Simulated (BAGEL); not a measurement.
# CH5B2N (SMILES BB1CN1): HF/STO-3G (density fitting with qzvpp-jkfit)

What is the vertical singlet–triplet gap of CH5B2N at HF/STO-3G (density fitting with qzvpp-jkfit)? 

The results are computed with BAGEL 1.2.2.

3 further runs of the same task are left out: 2 that didn't finish, 1 set aside as unsound or not needed.

### Step 1. The molecule

The species is CH5B2N (9 atoms), meant as a singlet with charge 0. As SMILES, `BB1CN1`. Geometry: relaxed at PBE0-D4/def2-TZVP.

Bond lengths: B1–B2 1.632 Å, B2–C3 1.590 Å, B2–N4 1.356 Å, C3–N4 1.443 Å, B1–H5 1.198 Å, B1–H6 1.197 Å, C3–H7 1.088 Å, C3–H8 1.090 Å, N4–H9 1.003 Å. Some angles: B1–B2–C3 146.8°, B1–B2–N4 155.1°, C3–B2–N4 58.0°, B2–C3–N4 52.8°, B2–N4–C3 69.2°, B2–B1–H5 121.0°, B2–B1–H6 122.0°, B2–C3–H7 121.4°, B2–C3–H8 118.9°, N4–C3–H7 116.7°.

### Step 2. The energy at HF/STO-3G (density fitting with qzvpp-jkfit)

The input, input.json:

```json
{ "bagel": [

{
  "title": "molecule",
  "basis": "sto-3g",
  "df_basis": "qzvpp-jkfit",
  "angstrom": "true",
  "geometry": [
    { "atom": "B", "xyz": [      -0.727500,       1.327800,      -0.994400 ] },
    { "atom": "B", "xyz": [      -0.166400,       0.197400,       0.041000 ] },
    { "atom": "C", "xyz": [       0.575300,      -1.198500,       0.211800 ] },
    { "atom": "N", "xyz": [       0.142600,      -0.307600,       1.260600 ] },
    { "atom": "H", "xyz": [       0.018000,       2.098200,      -1.529000 ] },
    { "atom": "H", "xyz": [      -1.879100,       1.377000,      -1.318200 ] },
    { "atom": "H", "xyz": [       0.039400,      -2.141000,       0.119200 ] },
    { "atom": "H", "xyz": [       1.640700,      -1.259400,      -0.010100 ] },
    { "atom": "H", "xyz": [       0.445400,      -0.140300,       2.202200 ] }
  ]
},

{ "title": "hf" },

{ "title": "print", "file": "orbitals.molden", "orbitals": "true" }

]}
```

On the command line:

```
$ BAGEL_NUM_THREADS=1 BAGEL input.json > input.out
```

The program printed:

```text
* using 1 threads per process

  ===============================================================
  ===============================================================

  *** Geometry ***

  { "atom" : "B", "xyz" : [     -1.374776,      2.509178,     -1.879144 ] },
  { "atom" : "B", "xyz" : [     -0.314450,      0.373032,      0.077479 ] },
  { "atom" : "C", "xyz" : [      1.087159,     -2.264837,      0.400244 ] },
  { "atom" : "N", "xyz" : [      0.269475,     -0.581280,      2.382189 ] },
  { "atom" : "H", "xyz" : [      0.034015,      3.965023,     -2.889391 ] },
  { "atom" : "H", "xyz" : [     -3.550984,      2.602153,     -2.491037 ] },
  { "atom" : "H", "xyz" : [      0.074455,     -4.045904,      0.225255 ] },
  { "atom" : "H", "xyz" : [      3.100474,     -2.379921,     -0.019086 ] },
  { "atom" : "H", "xyz" : [      0.841684,     -0.265129,      4.161555 ] },

  Number of auxiliary basis functions:      392

  Since a DF basis is specified, we compute 2- and 3-index integrals:
    o Being stored without compression. Storage requirement is 0.002 GB

  Number of basis functions:       25
  Number of electrons      :       28

    * METHOD: MOLECULE                             0.10

  *** RHF ***

  === Nuclear Repulsion ===
    90.4421771827

      * DIIS with orbital gradients will be used.

  === RHF iteration (sto-3g) ===
      0       -142.68475200          0.01354107           0.01
      1       -142.73315198          0.00469795           0.01
      2       -142.73776972          0.00163842           0.01
      3       -142.73841377          0.00018656           0.00
      4       -142.73842658          0.00007222           0.00
      5       -142.73842875          0.00001985           0.01
      6       -142.73842889          0.00000700           0.01
      7       -142.73842891          0.00000118           0.01
      8       -142.73842891          0.00000035           0.01
      9       -142.73842891          0.00000013           0.00
     10       -142.73842891          0.00000005           0.00
     11       -142.73842891          0.00000002           0.00
     12       -142.73842891          0.00000001           0.00
    * SCF iteration converged.

    * Permanent dipole moment:
           (   -0.179849,    -0.124409,    -0.342062) a.u.

    * METHOD: HF                                   0.12

    * METHOD: PRINT                                0.00

  ===============================================================
```

Run time: 0.5 s. Hardware: 1 thread of Intel Xeon Platinum 8488C (Sapphire Rapids), shared host; peak memory 0.08 GiB.

### Step 3. The triplet at the same level

The input, input.json:

```json
{ "bagel" : [

{
  "title" : "molecule",
  "basis" : "sto-3g",
  "df_basis" : "qzvpp-jkfit",
  "angstrom" : "true",
  "geometry" : [
    { "atom" : "B", "xyz" : [      -0.727500,       1.327800,      -0.994400 ] },
    { "atom" : "B", "xyz" : [      -0.166400,       0.197400,       0.041000 ] },
    { "atom" : "C", "xyz" : [       0.575300,      -1.198500,       0.211800 ] },
    { "atom" : "N", "xyz" : [       0.142600,      -0.307600,       1.260600 ] },
    { "atom" : "H", "xyz" : [       0.018000,       2.098200,      -1.529000 ] },
    { "atom" : "H", "xyz" : [      -1.879100,       1.377000,      -1.318200 ] },
    { "atom" : "H", "xyz" : [       0.039400,      -2.141000,       0.119200 ] },
    { "atom" : "H", "xyz" : [       1.640700,      -1.259400,      -0.010100 ] },
    { "atom" : "H", "xyz" : [       0.445400,      -0.140300,       2.202200 ] }
  ]
},

{ "title" : "uhf", "nopen" : 2 },

{ "title" : "print", "file" : "orbitals.molden", "orbitals" : "true" }

]}
```

On the command line:

```
$ BAGEL_NUM_THREADS=1 BAGEL input.json > input.out
```

The program printed:

```text
* using 1 threads per process

  ===============================================================
  ===============================================================

  *** Geometry ***

  { "atom" : "B", "xyz" : [     -1.374776,      2.509178,     -1.879144 ] },
  { "atom" : "B", "xyz" : [     -0.314450,      0.373032,      0.077479 ] },
  { "atom" : "C", "xyz" : [      1.087159,     -2.264837,      0.400244 ] },
  { "atom" : "N", "xyz" : [      0.269475,     -0.581280,      2.382189 ] },
  { "atom" : "H", "xyz" : [      0.034015,      3.965023,     -2.889391 ] },
  { "atom" : "H", "xyz" : [     -3.550984,      2.602153,     -2.491037 ] },
  { "atom" : "H", "xyz" : [      0.074455,     -4.045904,      0.225255 ] },
  { "atom" : "H", "xyz" : [      3.100474,     -2.379921,     -0.019086 ] },
  { "atom" : "H", "xyz" : [      0.841684,     -0.265129,      4.161555 ] },

  Number of auxiliary basis functions:      392

  Since a DF basis is specified, we compute 2- and 3-index integrals:
    o Being stored without compression. Storage requirement is 0.002 GB

  Number of basis functions:       25
  Number of electrons      :       28

    * METHOD: MOLECULE                             0.10

  *** Open-shell HF ***

  === Nuclear Repulsion ===
    90.4421771827

      * DIIS with orbital gradients will be used.

  === UHF iteration (sto-3g) ===
      0       -142.44513923          0.03187825           0.01
      1       -142.51839452          0.01130104           0.01
      2       -142.52815515          0.00464268           0.01
      3       -142.53072890          0.00259196           0.01
      4       -142.53296289          0.00191598           0.01
      5       -142.53436852          0.00151683           0.01
      6       -142.53605297          0.00101076           0.01
      7       -142.53672564          0.00069827           0.01
      8       -142.53724955          0.00035616           0.01
      9       -142.53733916          0.00022553           0.01
     10       -142.53737335          0.00012624           0.01
     11       -142.53737878          0.00006672           0.01
     12       -142.53738084          0.00003155           0.01
     13       -142.53738157          0.00001725           0.01
     14       -142.53738174          0.00001177           0.01
     15       -142.53738183          0.00000668           0.01
     16       -142.53738187          0.00000324           0.01
     17       -142.53738187          0.00000163           0.01
     18       -142.53738188          0.00000093           0.01
     19       -142.53738188          0.00000048           0.01
     20       -142.53738188          0.00000028           0.01
     21       -142.53738188          0.00000018           0.01
     22       -142.53738188          0.00000010           0.01
     23       -142.53738188          0.00000006           0.01
     24       -142.53738188          0.00000003           0.01
     25       -142.53738188          0.00000003           0.01
     26       -142.53738188          0.00000002           0.01
     27       -142.53738188          0.00000001           0.01
     28       -142.53738188          0.00000001           0.01
     29       -142.53738188          0.00000001           0.01
    * SCF iteration converged.

    * S^2 (UHF) is 2.0444

    * Permanent dipole moment:
           (   -0.863882,     1.107675,    -1.365949) a.u.

    * METHOD: UHF                                  0.35

    * METHOD: PRINT                                0.00

  ===============================================================
```

Wall time 0.74 s (1 thread of Intel Xeon Platinum 8488C (Sapphire Rapids), shared host); peak memory 0.08 GiB.

### Step 4. What came out

At HF/STO-3G (density fitting with qzvpp-jkfit):

```
                                        quantity          value
                           singlet: total energy  -142.73843 Eh
                          singlet: dipole moment         1.03 D
                            singlet: HOMO energy       -8.70 eV
                            singlet: LUMO energy        6.20 eV
                          singlet: HOMO–LUMO gap       14.90 eV
                           triplet: total energy  -142.53738 Eh
                          triplet: dipole moment         4.98 D
                                   triplet: ⟨S²⟩          2.044
vertical energy of the triplet above the singlet       5.471 eV
```

What this shows: At this shape the triplet lies 5.47 eV (528 kJ/mol) above the singlet. In a minimal basis such a difference can be off by several eV, whatever the method.
